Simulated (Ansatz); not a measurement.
I need energies of removing a hydrogen of CH2BClO, SMILES ClB1CO1. Use the Python package of Ansatz (0.2.0). Level of theory (for the species named): PBE0, def2-TZVPP basis, multiplicity 1, D4 dispersion.

Contents of `ch2bclo.xyz`:
```text
6

Cl   -0.70490   -2.28760    0.92810
B    -0.29300   -0.81800   -0.15320
C     0.31510    0.62090   -0.08430
O    -0.64400    0.42250   -0.90360
H     1.29590    0.75700   -0.64910
H     0.07310    1.24120    0.81590
```

Script `bde_ch2bclo.py`:
```python
'''X-H bond energies of CH2BClO without relaxation.'''

import ansatz


def total_energy(molecule, charge=0, unpaired=0):
    calc = molecule.calculation().basis(gaussian='def2-TZVPP').functional('pbe0', dispersion='d4')
    if charge:
        calc = calc.charge(charge)
    if unpaired:
        calc = calc.spin('collinear', total=unpaired)
    report = calc.run(threads=1).report
    if report['published_state_doubts']:
        print('  doubts:', report['published_state_doubts'])
    return report['free_energy_ev']

def without(molecule, index):
    rest = ansatz.Crystal.molecule()
    for i, site in enumerate(molecule.cartesian_sites):
        if i != index:
            rest = rest.atom(site.symbol, site.position_ang)
    return rest


def main() -> None:
    ch2bclo = ansatz.Crystal.molecule_from_extxyz('ch2bclo.xyz')

    whole = total_energy(ch2bclo, 0)
    hydrogen = total_energy(ansatz.Crystal.molecule().atom('H', (0, 0, 0)), 0, 1)
    print(f'E(molecule) = {whole:.5f} eV, E(H) = {hydrogen:.5f} eV')
    for index in [5]:
        radical = total_energy(without(ch2bclo, index), 0, 1)
        print(f'H{index}: homolysis {96.485332 * (radical + hydrogen - whole):.1f} kJ/mol')


if __name__ == '__main__':
    main()
```

`python bde_ch2bclo.py` gives:
```text
E(molecule) = -16307.60200 eV, E(H) = -13.63389 eV
H5: homolysis 425.8 kJ/mol
```

What to keep in mind:
- Total energies depend on the basis set; only differences at equal settings carry meaning.
- The geometry is a force-field or estimated start, not a minimum of this method, and the basis set is short of its limit. All parts are taken at fixed geometry, without zero-point energy.
- The whole script took 5.4 s on 1 thread of Intel(R) Xeon(R) 6975P-C (Granite Rapids) (shared host), peak memory 0.37 GiB.
